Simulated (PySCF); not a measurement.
# How the numerical set-up moves the result for LiCd

Aim: see how much the energy and properties of LiCd depend on the numerical set-up.

The runs use PySCF 2.14.0; method and basis as typed in the scripts.

5 further runs of the same task are left out: 2 for a known fault of the program, 3 that didn't finish.

## 1. Starting geometry

LiCd: 2 atoms, charge 0, spin multiplicity 2.

Bond lengths: Li1–Cd2 2.551 Å.

## 2. Base script

File input.py:

```python
from pyscf import gto, dft

mol = gto.M(
    atom='Li 0 0 0; Cd 0 0 2.551',
    basis='sbkjc',
    ecp={'Li': 'sbkjc', 'Cd': 'sbkjc'},
    charge=0,
    spin=1,
    verbose=4,
)
mf = dft.UKS(mol, xc='bp86')
mf.kernel()
mf.mulliken_pop()
mf.dip_moment()
print('orbital energies (hartree):', [e[max(0, n-3):n+3].round(4) for e, n in zip(mf.mo_energy, mol.nelec)])
```

Launch:

```bash
$ OMP_NUM_THREADS=1 python input.py
```

Its log is not repeated here.

It gives: E(SCF) = -167.184004 Eh, 12 cycles, ⟨S²⟩ = 0.751, μ = 0.28 D.

The bond length is a typed value, not an optimised one.

## 3. Core potential off

Edit 1 changes core potential: on → off. The core potential changes with it: totals don't compare.

File input.py:

```python
from pyscf import gto, dft

mol = gto.M(
    atom='Li 0 0 0; Cd 0 0 2.551',
    basis='sbkjc',
    charge=0,
    spin=1,
    verbose=4,
)
mf = dft.UKS(mol, xc='bp86')
mf.kernel()
mf.analyze()
print('orbital energies (hartree):', [e[max(0, n-3):n+3].round(4) for e, n in zip(mf.mo_energy, mol.nelec)])
```

Launch:

```bash
$ OMP_NUM_THREADS=1 python input.py
```

## 4. Integration grid (50, 194)

Edit 2 changes integration grid: default → (50, 194).

input.py, as its differences from that of step 2:

```diff
@@ -11,2 +11,3 @@
 mf = dft.UKS(mol, xc='bp86')
+mf.grids.atom_grid = (50, 194)
 mf.kernel()
```

## 5. Density fitting def2-universal-jkfit

Edit 3 changes density fitting: none → def2-universal-jkfit.

input.py, as its differences from that of step 2:

```diff
@@ -11,2 +11,3 @@
 mf = dft.UKS(mol, xc='bp86')
+mf = mf.density_fit(auxbasis='def2-universal-jkfit')
 mf.kernel()
```

Before running it: what results should come out? Wanted: for each run, E(SCF); from base; gap, α spin; SCF dipole.

As calculated:

```
                                 run  E(SCF) (hartree)  from base (eV)  cycles  gap, α spin (eV)  SCF dipole (D)  functions
                                base       -167.184004               0      12              0.94            0.28         39
    core potential off (poor choice)      -1325.153907  not comparable      17              0.65            4.76         39
          integration grid (50, 194)       -167.184141         -0.0037      12              0.94            0.28         39
density fitting def2-universal-jkfit       -167.184024  not comparable      12              0.94            0.28         39
```

In words: Rows marked «poor choice» come from settings spoiled on purpose.
